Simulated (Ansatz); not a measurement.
# GeH6NSi (charge +1): rotation by 120° about the Si2–Ge3 bond

Wanted: the energy profile along the rotation by 120° about the Si2–Ge3 bond, from relaxed end points and a band of images. SMILES of the start: N[SiH+][GeH3].

All numbers below are computed with Ansatz 0.2.0 (RHF/def2-SVP).

## Step 1: The starting structure

Bond lengths: N1–Si2 1.679 Å, Si2–Ge3 2.373 Å, N1–H4 1.013 Å, N1–H5 1.014 Å, Si2–H6 1.458 Å, Ge3–H7 1.489 Å, Ge3–H8 1.494 Å, Ge3–H9 1.490 Å. Angles: N1–Si2–Ge3 118.8°, N1–Si2–H6 108.0°, Ge3–Si2–H6 133.3°, Si2–N1–H4 124.5°, Si2–N1–H5 124.9°, H4–N1–H5 110.6°, Si2–Ge3–H7 108.5°, Si2–Ge3–H8 106.8°, Si2–Ge3–H9 108.3°, H7–Ge3–H8 111.0°, H7–Ge3–H9 111.1°, H8–Ge3–H9 110.9°.

As a file:

```xyz
9

N    -0.9926    0.9618   -1.2375
Si    0.2421    0.8694   -0.1036
Ge    0.6286   -1.1970    0.9975
H    -1.5936    0.1881   -1.4952
H    -1.2404    1.7958   -1.7584
H     0.8713    2.1814   -0.0163
H     2.0603   -1.5676    0.8203
H    -0.2678   -2.2038    0.3543
H     0.2922   -1.0282    2.4390
```

## Step 2: End point A

Input file input.yaml:

```yaml
crystal:
  periodic: [false, false, false]
  atoms:
    - { symbol: "N", position_ang: [-0.9926, 0.96185, -1.23748] }
    - { symbol: Si, position_ang: [0.24206, 0.86942, -0.10359] }
    - { symbol: Ge, position_ang: [0.62859, -1.197, 0.9975] }
    - { symbol: H, position_ang: [-1.59364, 0.1881, -1.49521] }
    - { symbol: H, position_ang: [-1.24039, 1.79583, -1.7584] }
    - { symbol: H, position_ang: [0.8713, 2.18135, -0.01635] }
    - { symbol: H, position_ang: [2.06029, -1.5676, 0.82025] }
    - { symbol: H, position_ang: [-0.26785, -2.20376, 0.35432] }
    - { symbol: H, position_ang: [0.29224, -1.02819, 2.43896] }
total_charge: 1
basis:
  gaussian: { orbitals: def2-SVP }
hamiltonian:
  xc: hf
relax:
  f_tol: 0.015
  max_steps: 40
```

The run is started by

```
$ ansatz run input.yaml --threads 1 --pin off --max-ram 2048MiB --backend cpu --events-out ev --progress --plain --runs-dir out
```

The program printed (excerpt; [...] marks lines left out):

```text
Warning: RAYON_NUM_THREADS=1 ignored (pool sized by the plan → 1); use --threads N
[...]
Functional definition: HF
[...]
1001 factors; integrals over basis functions are off by at most 3.3e-4 eV
[...]
mean field -65895.32914890 eV, -2421.6086807638 hartree, gradient 1.4e-5 eV, S^2 0.000000; 0 other end points of the search recorded, 0 dependent functions left out
[...]
reference -65895.32914890 eV, -2421.6086807638 hartree; 29, 29 occupied and 65, 65 virtual orbitals, 1001 factors
relax step   1: F+E_penalty+E_count = -65895.32914890 eV  Δ(F+E_penalty+E_count) = +0.000e0 eV  max|allowed force component| = 1.353e0 eV/Å  Δτ_max = 0.0000 Å  (32 SCF iters, accepted)
[...]
relax step   7: F+E_penalty+E_count = -65895.46168543 eV  Δ(F+E_penalty+E_count) = -8.462e-4 eV  max|allowed force component| = 1.988e-2 eV/Å  Δτ_max = 0.0170 Å  (25 SCF iters, accepted)
[...]
relax step   8: F+E_penalty+E_count = -65895.46178488 eV  Δ(F+E_penalty+E_count) = -9.945e-5 eV  max|allowed force component| = 4.091e-3 eV/Å  Δτ_max = 0.0089 Å  (25 SCF iters, accepted)
1001 factors; integrals over basis functions are off by at most 3.6e-4 eV
[...]
mean field -65895.46178488 eV, -2421.6135550461 hartree, gradient 1.6e-5 eV, S^2 0.000000; 1 other end points of the search recorded, 0 dependent functions left out
[...]
reference -65895.46178488 eV, -2421.6135550461 hartree; 29, 29 occupied and 65, 65 virtual orbitals, 1001 factors
Total energy: -65895.46178488 eV, -2421.6135550461 hartree
Atom 0 at    -1.007151     0.977083    -1.272064 Å, force    -0.002327     0.002992    -0.003163 eV/Å
Atom 1 at     0.179859     0.845835    -0.133975 Å, force     0.002354     0.000712     0.001700 eV/Å
Atom 2 at     0.638594    -1.259935     1.031064 Å, force     0.000157    -0.003051     0.000762 eV/Å
Atom 3 at    -1.605215     0.220561    -1.558216 Å, force     0.003326     0.000939     0.001711 eV/Å
Atom 4 at    -1.217720     1.830297    -1.763829 Å, force     0.000415    -0.000276     0.000242 eV/Å
Atom 5 at     0.879565     2.120430     0.063535 Å, force    -0.004091    -0.003272    -0.001157 eV/Å
Atom 6 at     2.113637    -1.516965     0.763790 Å, force    -0.000166     0.000842    -0.000331 eV/Å
Atom 7 at    -0.301285    -2.264993     0.383365 Å, force    -0.000777    -0.000066     0.000540 eV/Å
Atom 8 at     0.319716    -0.952312     2.486329 Å, force     0.001107     0.001181    -0.000306 eV/Å
Dipole moment:    -0.288478     0.682247    -0.505912 e Å
```

It took 25 s on 1 thread of AMD EPYC 7R43 (Zen 3), shared host; peak memory 0.19 GiB.

Step by step:

```csv
step,energy from step 1 (eV),largest force component (eV/Å)
1,0.0000,1.3532
2,-0.1090,0.3648
3,-0.1264,0.2002
4,-0.1306,0.0784
5,-0.1308,0.1159
6,-0.1317,0.0719
7,-0.1325,0.0199
8,-0.1326,0.0041
```

Step 1 is the start.

After: Bond lengths: N1–Si2 1.650 Å, Si2–Ge3 2.450 Å, N1–H4 1.006 Å, N1–H5 1.007 Å, Si2–H6 1.467 Å, Ge3–H7 1.521 Å, Ge3–H8 1.521 Å, Ge3–H9 1.521 Å. Angles: N1–Si2–Ge3 122.1°, N1–Si2–H6 111.5°, Ge3–Si2–H6 126.4°, Si2–N1–H4 124.3°, Si2–N1–H5 123.7°, H4–N1–H5 112.0°, Si2–Ge3–H7 104.1°, Si2–Ge3–H8 104.5°, Si2–Ge3–H9 104.0°, H7–Ge3–H8 114.4°, H7–Ge3–H9 113.9°, H8–Ge3–H9 114.3°.

## Step 3: End point B

The second end starts from a geometry with the move made by hand.

Edit input.yaml of step 2 so:

```diff
@@ -9,5 +9,5 @@
     - { symbol: H, position_ang: [0.8713, 2.18135, -0.01635] }
-    - { symbol: H, position_ang: [2.06029, -1.5676, 0.82025] }
-    - { symbol: H, position_ang: [-0.26785, -2.20376, 0.35432] }
-    - { symbol: H, position_ang: [0.29224, -1.02819, 2.43896] }
+    - { symbol: H, position_ang: [0.31103, -1.03006, 2.44312] }
+    - { symbol: H, position_ang: [2.07195, -1.52761, 0.80189] }
+    - { symbol: H, position_ang: [-0.24395, -2.22987, 0.37198] }
 total_charge: 1
```

The run is started by

```
$ ansatz run input.yaml --threads 1 --pin off --max-ram 2048MiB --backend cpu --events-out ev --progress --plain --runs-dir out
```

The program printed (excerpt; [...] marks lines left out):

```text
Warning: RAYON_NUM_THREADS=1 ignored (pool sized by the plan → 1); use --threads N
[...]
Functional definition: HF
[...]
1001 factors; integrals over basis functions are off by at most 3.3e-4 eV
[...]
mean field -65895.32659903 eV, -2421.6085870579 hartree, gradient 1.4e-5 eV, S^2 0.000000; 0 other end points of the search recorded, 0 dependent functions left out
[...]
reference -65895.32659903 eV, -2421.6085870579 hartree; 29, 29 occupied and 65, 65 virtual orbitals, 1001 factors
relax step   1: F+E_penalty+E_count = -65895.32659903 eV  Δ(F+E_penalty+E_count) = +0.000e0 eV  max|allowed force component| = 1.348e0 eV/Å  Δτ_max = 0.0000 Å  (33 SCF iters, accepted)
[...]
relax step   6: F+E_penalty+E_count = -65895.46152430 eV  Δ(F+E_penalty+E_count) = -9.441e-4 eV  max|allowed force component| = 1.833e-2 eV/Å  Δτ_max = 0.0108 Å  (25 SCF iters, accepted)
[...]
Total energy: -65895.46171388 eV, -2421.6135524369 hartree
Atom 0 at    -1.011749     0.973614    -1.265400 Å, force     0.006133     0.002078     0.002694 eV/Å
Atom 1 at     0.185098     0.847565    -0.137026 Å, force     0.001658     0.007505     0.002017 eV/Å
Atom 2 at     0.653985    -1.255008     1.029272 Å, force    -0.001468    -0.003840     0.000835 eV/Å
Atom 3 at    -1.610879     0.215380    -1.544008 Å, force    -0.001994    -0.006972    -0.001174 eV/Å
Atom 4 at    -1.227555     1.824533    -1.758458 Å, force    -0.001579     0.009011    -0.003160 eV/Å
Atom 5 at     0.884311     2.124103     0.051204 Å, force    -0.005704    -0.008179    -0.002050 eV/Å
Atom 6 at     0.322680    -0.952097     2.482772 Å, force     0.001781     0.001541    -0.000518 eV/Å
Atom 7 at     2.132588    -1.500038     0.771265 Å, force     0.001139    -0.000088    -0.000099 eV/Å
Atom 8 at    -0.274129    -2.266042     0.373841 Å, force     0.000034    -0.001056     0.001456 eV/Å
Dipole moment:    -0.292321     0.680595    -0.504959 e Å
```

It took 26 s on 1 thread of AMD EPYC 7R43 (Zen 3), shared host; peak memory 0.19 GiB.

Relaxation path:

| step | energy from step 1 (eV) | largest force component (eV/Å) |
| --- | --- | --- |
| 1 | 0.0000 | 1.3479 |
| 2 | -0.1045 | 0.4157 |
| 3 | -0.1279 | 0.2803 |
| 4 | -0.1324 | 0.1449 |
| 5 | -0.1340 | 0.1604 |
| 6 | -0.1349 | 0.0183 |
| 7 | -0.1351 | 0.0090 |

Step 1 is the start.

After: Bond lengths: N1–Si2 1.650 Å, Si2–Ge3 2.450 Å, N1–H4 1.006 Å, N1–H5 1.007 Å, Si2–H6 1.468 Å, Ge3–H7 1.521 Å, Ge3–H8 1.521 Å, Ge3–H9 1.521 Å. Angles: N1–Si2–Ge3 122.0°, N1–Si2–H6 111.5°, Ge3–Si2–H6 126.5°, Si2–N1–H4 124.3°, Si2–N1–H5 123.7°, H4–N1–H5 112.0°, Si2–Ge3–H7 104.0°, Si2–Ge3–H8 104.1°, Si2–Ge3–H9 104.4°, H7–Ge3–H8 113.9°, H7–Ge3–H9 114.3°, H8–Ge3–H9 114.4°.

## Step 4: Nudged elastic band

crystal.atoms is end A as relaxed above, and neb.final_atoms is end B, turned to lie on A. With 7 inner images the band has 9 in all.

Input file input.yaml:

```yaml
crystal:
  periodic: [false, false, false]
  atoms:
    - { symbol: "N", position_ang: [-1.007151, 0.977083, -1.272064] }
    - { symbol: Si, position_ang: [0.179859, 0.845835, -0.133975] }
    - { symbol: Ge, position_ang: [0.638594, -1.259935, 1.031064] }
    - { symbol: H, position_ang: [-1.605215, 0.220561, -1.558216] }
    - { symbol: H, position_ang: [-1.21772, 1.830297, -1.763829] }
    - { symbol: H, position_ang: [0.879565, 2.12043, 0.063535] }
    - { symbol: H, position_ang: [2.113637, -1.516965, 0.76379] }
    - { symbol: H, position_ang: [-0.301285, -2.264993, 0.383365] }
    - { symbol: H, position_ang: [0.319716, -0.952312, 2.486329] }
total_charge: 1
basis:
  gaussian: { orbitals: def2-SVP }
hamiltonian:
  xc: hf
neb:
  order_check: false
  images: 7
  f_tol: 0.03
  max_iterations: 60
  initial_path: idpp
  final_atoms:
    - { symbol: "N", position_ang: [-1.14610941, 1.24513007, -0.84824251] }
    - { symbol: Si, position_ang: [0.33052884, 0.55627353, -0.5902209] }
    - { symbol: Ge, position_ang: [0.64712271, -1.27872126, 1.00147056] }
    - { symbol: H, position_ang: [-1.99245729, 0.96350575, -0.38361257] }
    - { symbol: H, position_ang: [-1.30497618, 2.00092731, -1.49420957] }
    - { symbol: H, position_ang: [1.36906026, 1.18361719, -1.41591517] }
    - { symbol: H, position_ang: [1.55265049, -0.68685591, 2.07100091] }
    - { symbol: H, position_ang: [1.30159891, -2.37597798, 0.1765083] }
    - { symbol: H, position_ang: [-0.75741834, -1.60789769, 1.48321995] }
```

The run is started by

```
$ ansatz run input.yaml --threads 1 --pin off --max-ram 2048MiB --backend cpu --events-out ev --progress --plain --runs-dir out
```

The program printed (excerpt; [...] marks lines left out):

```text
Warning: RAYON_NUM_THREADS=1 ignored (pool sized by the plan → 1); use --threads N
[...]
Functional definition: HF
[...]
1003 factors; integrals over basis functions are off by at most 3.0e-4 eV
[...]
mean field -65895.46178661 eV, -2421.6135551098 hartree, gradient 1.3e-5 eV, S^2 0.000000; 0 other end points of the search recorded, 0 dependent functions left out
[...]
reference -65895.46178661 eV, -2421.6135551098 hartree; 29, 29 occupied and 65, 65 virtual orbitals, 1003 factors
1003 factors; integrals over basis functions are off by at most 3.6e-4 eV
[...]
mean field -65895.46170435 eV, -2421.6135520866 hartree, gradient 1.3e-5 eV, S^2 0.000000; 0 other end points of the search recorded, 0 dependent functions left out
[...]
reference -65895.46170435 eV, -2421.6135520866 hartree; 29, 29 occupied and 65, 65 virtual orbitals, 1003 factors
[...]
Total energy: -65895.45090975 eV, -2421.6131553925 hartree
Atom 0 at    -1.234042     1.322794    -0.545504 Å, force    -0.007693    -0.003163     0.002912 eV/Å
Atom 1 at     0.299499     0.737403    -0.377339 Å, force     0.000539     0.004337    -0.001839 eV/Å
Atom 2 at     0.742879    -1.448148     0.644706 Å, force     0.001144    -0.003588     0.001214 eV/Å
Atom 3 at    -2.063827     0.839253    -0.246527 Å, force     0.000136     0.002679    -0.000645 eV/Å
Atom 4 at    -1.448530     2.213767    -0.962979 Å, force     0.003494     0.000983    -0.000467 eV/Å
Atom 5 at     1.290959     1.678740    -0.909955 Å, force     0.001836    -0.002688    -0.000399 eV/Å
Atom 6 at     2.258569    -1.537300     0.706632 Å, force    -0.002527     0.002086     0.000290 eV/Å
Atom 7 at     0.094299    -2.438781    -0.311257 Å, force     0.002212     0.000588     0.001933 eV/Å
Atom 8 at     0.060193    -1.367727     2.002222 Å, force     0.000859    -0.001235    -0.002997 eV/Å
Dipole moment:    -0.326011     0.758344    -0.341693 e Å
this run last wrote the band of iteration 8 to <dir>
```

Run time: 2.5 min. Hardware: 1 thread of AMD EPYC 7R43 (Zen 3), shared host; peak memory 0.2 GiB.

## Step 5: The band, image by image

The 7 inner images lie between the fixed ends 0 and 8. Energy is taken from image 0, and the path length is the program's own coordinate along the band.

| image | path (Å) | energy (eV) | dihedral N1–Si2–Ge3–H8 (°) | band force (eV/Å) |
| --- | --- | --- | --- | --- |
| 0 | 0.000 | 0.0000 | 4 | - |
| 1 | 0.497 | 0.0023 | 19 | 0.010 |
| 2 | 0.995 | 0.0066 | 34 | 0.014 |
| 3 | 1.493 | 0.0102 | 49 | 0.023 |
| 4* | 1.990 | 0.0109 | 64 | 0.008 |
| 5 | 2.480 | 0.0082 | 79 | 0.016 |
| 6 | 2.970 | 0.0040 | 94 | 0.015 |
| 7 | 3.459 | 0.0006 | 110 | 0.012 |
| 8 | 3.949 | 0.0001 | 125 | - |

The star marks the climbing image.

image, energy (eV) and a bar:
```
        0      0.000 
        1      0.002 ######
        2      0.007 ##################
        3      0.010 ############################
        4      0.011 ##############################
        5      0.008 #######################
        6      0.004 ###########
        7      0.001 ##
        8      0.000
```

How the highest energy settled:

```
iteration  highest image above image 0 (eV)  largest band force (eV/Å)
        1                            0.1440                      1.548
        2                            0.0375                      0.267
        3                            0.0194                      0.247
        4                            0.0184                      0.264
        5                            0.0132                      0.169
        6                            0.0114                      0.095
        7                            0.0109                      0.040
        8                            0.0109                      0.023
```

The band as a trajectory file:

```xyz
9
image=0 dE=0.0000
N    -1.007    0.977   -1.272
Si    0.180    0.846   -0.134
Ge    0.639   -1.260    1.031
H    -1.605    0.221   -1.558
H    -1.218    1.830   -1.764
H     0.880    2.120    0.064
H     2.114   -1.517    0.764
H    -0.301   -2.265    0.383
H     0.320   -0.952    2.486
9
image=1 dE=0.0023
N    -1.113    1.056   -1.110
Si    0.235    0.823   -0.188
Ge    0.687   -1.306    0.939
H    -1.815    0.355   -1.276
H    -1.329    1.923   -1.574
H     1.069    2.029   -0.140
H     2.182   -1.516    0.760
H    -0.185   -2.315    0.209
H     0.267   -1.050    2.380
9
image=2 dE=0.0066
N    -1.188    1.140   -0.930
Si    0.274    0.797   -0.249
Ge    0.723   -1.352    0.844
H    -1.967    0.504   -0.955
H    -1.406    2.018   -1.373
H     1.205    1.923   -0.380
H     2.230   -1.518    0.747
H    -0.079   -2.361    0.035
H     0.209   -1.151    2.262
9
image=3 dE=0.0102
N    -1.229    1.229   -0.739
Si    0.296    0.768   -0.313
Ge    0.742   -1.399    0.745
H    -2.052    0.666   -0.607
H    -1.447    2.115   -1.167
H     1.280    1.806   -0.643
H     2.256   -1.526    0.728
H     0.014   -2.401   -0.139
H     0.140   -1.258    2.136
9
image=4 dE=0.0109
N    -1.234    1.323   -0.546
Si    0.299    0.737   -0.377
Ge    0.743   -1.448    0.645
H    -2.064    0.839   -0.247
H    -1.449    2.214   -0.963
H     1.291    1.679   -0.910
H     2.259   -1.537    0.707
H     0.094   -2.439   -0.311
H     0.060   -1.368    2.002
9
image=5 dE=0.0082
N    -1.201    1.416   -0.355
Si    0.287    0.707   -0.440
Ge    0.726   -1.495    0.545
H    -1.998    1.008    0.103
H    -1.417    2.313   -0.758
H     1.241    1.550   -1.169
H     2.238   -1.554    0.686
H     0.157   -2.470   -0.476
H    -0.032   -1.474    1.864
9
image=6 dE=0.0040
N    -1.132    1.505   -0.173
Si    0.256    0.676   -0.499
Ge    0.692   -1.542    0.448
H    -1.865    1.171    0.430
H    -1.346    2.411   -0.558
H     1.128    1.426   -1.409
H     2.196   -1.571    0.671
H     0.208   -2.498   -0.632
H    -0.137   -1.577    1.723
9
image=7 dE=0.0006
N    -1.032    1.588   -0.007
Si    0.207    0.646   -0.553
Ge    0.643   -1.587    0.356
H    -1.670    1.319    0.723
H    -1.238    2.505   -0.367
H     0.961    1.315   -1.619
H     2.132   -1.581    0.664
H     0.250   -2.524   -0.777
H    -0.254   -1.680    1.581
9
image=8 dE=0.0001
N    -0.934    1.641    0.130
Si    0.156    0.631   -0.587
Ge    0.597   -1.621    0.270
H    -1.477    1.406    0.943
H    -1.134    2.572   -0.199
H     0.788    1.260   -1.752
H     2.050   -1.566    0.720
H     0.355   -2.527   -0.927
H    -0.402   -1.797    1.403
```

## Step 6: Vibrations at the top

The geometry is the highest inner image of the first converged band.

Input file input.yaml:

```yaml
crystal:
  periodic: [false, false, false]
  atoms:
    - { symbol: "N", position_ang: [-1.234042, 1.322794, -0.545504] }
    - { symbol: Si, position_ang: [0.299499, 0.737403, -0.377339] }
    - { symbol: Ge, position_ang: [0.742879, -1.448148, 0.644706] }
    - { symbol: H, position_ang: [-2.063827, 0.839253, -0.246527] }
    - { symbol: H, position_ang: [-1.44853, 2.213767, -0.962979] }
    - { symbol: H, position_ang: [1.290959, 1.67874, -0.909955] }
    - { symbol: H, position_ang: [2.258569, -1.5373, 0.706632] }
    - { symbol: H, position_ang: [0.094299, -2.438781, -0.311257] }
    - { symbol: H, position_ang: [0.060193, -1.367727, 2.002222] }
total_charge: 1
basis:
  gaussian: { orbitals: def2-SVP }
hamiltonian:
  xc: hf
phonons: {}
```

The run is started by

```
$ ansatz run input.yaml --threads 1 --pin off --max-ram 2048MiB --backend cpu --events-out ev --progress --plain --runs-dir out
```

The program printed (excerpt; [...] marks lines left out):

```text
Warning: RAYON_NUM_THREADS=1 ignored (pool sized by the plan → 1); use --threads N
[...]
Functional definition: HF
[...]
1002 factors; integrals over basis functions are off by at most 3.6e-4 eV
[...]
mean field -65895.45091108 eV, -2421.6131554412 hartree, gradient 1.2e-5 eV, S^2 0.000000; 0 other end points of the search recorded, 0 dependent functions left out
[...]
reference -65895.45091108 eV, -2421.6131554412 hartree; 29, 29 occupied and 65, 65 virtual orbitals, 1002 factors
[...]
1002 factors; integrals over basis functions are off by at most 3.6e-4 eV
[...]
mean field -65895.45064442 eV, -2421.6131456417 hartree, gradient 2.0e-6 eV, S^2 0.000000; 0 other end points of the search recorded, 0 dependent functions left out
[...]
reference -65895.45064442 eV, -2421.6131456417 hartree; 29, 29 occupied and 65, 65 virtual orbitals, 1002 factors
[...]
1002 factors; integrals over basis functions are off by at most 3.6e-4 eV
[...]
WARN: phonons: modes at or below zero, which the zero-point energy, F, S and C_V leave out: 1, the lowest at -49.68 cm⁻¹. A minimum has none, and a first-order saddle one
[...]
Total energy: -65895.45091108 eV, -2421.6131554412 hartree
Atom 0 at    -1.234042     1.322794    -0.545504 Å, force    -0.007726    -0.003162     0.002910 eV/Å
Atom 1 at     0.299499     0.737403    -0.377339 Å, force     0.000562     0.004344    -0.001842 eV/Å
Atom 2 at     0.742879    -1.448148     0.644706 Å, force     0.001153    -0.003589     0.001201 eV/Å
Atom 3 at    -2.063827     0.839253    -0.246527 Å, force     0.000151     0.002687    -0.000647 eV/Å
Atom 4 at    -1.448530     2.213767    -0.962979 Å, force     0.003498     0.000978    -0.000465 eV/Å
Atom 5 at     1.290959     1.678740    -0.909955 Å, force     0.001827    -0.002699    -0.000394 eV/Å
Atom 6 at     2.258569    -1.537300     0.706632 Å, force    -0.002529     0.002088     0.000290 eV/Å
Atom 7 at     0.094299    -2.438781    -0.311257 Å, force     0.002213     0.000587     0.001931 eV/Å
Atom 8 at     0.060193    -1.367727     2.002222 Å, force     0.000852    -0.001234    -0.002985 eV/Å
Dipole moment:    -0.326012     0.758343    -0.341694 e Å
Vibrations: -49.68 155.13 318.27 340.59 534.54 562.47 714.51 743.21 755.97 852.87 936.28 936.37 984.53 1058.23 1686.11 2307.12 2308.75 2320.71 2424.28 3746.81 3843.30 cm⁻¹, zero-point energy 1.706645 eV
```

It took 1.9 min on 1 thread of AMD EPYC 7R43 (Zen 3), shared host; peak memory 0.18 GiB.

Of 21 modes, 1 is imaginary by more than 30 cm⁻¹ (50i cm⁻¹).

## Step 7: Summary of results

| quantity | value |
| --- | --- |
| end A | 7 moves, 0.133 eV lower |
| end B | 6 moves, 0.135 eV lower |
| barrier forwards | 0.011 eV |
| barrier backwards | 0.011 eV |
| second end relative to first | 0.000 eV |
| highest image | 4 of 0 to 8, climbing |
| band iterations | 8 |
| imaginary modes at the top | 50i cm⁻¹ |

**Reading.** The barrier from the first end is 0.011 eV, 0.4 times kT at 300 K. The two ends lie within 1 meV of each other. The listed dihedral goes from 4° at end A through 64° at the highest image to 125° at end B. One imaginary mode, as a first-order saddle point has. These are electronic energies, with no zero-point or thermal terms.
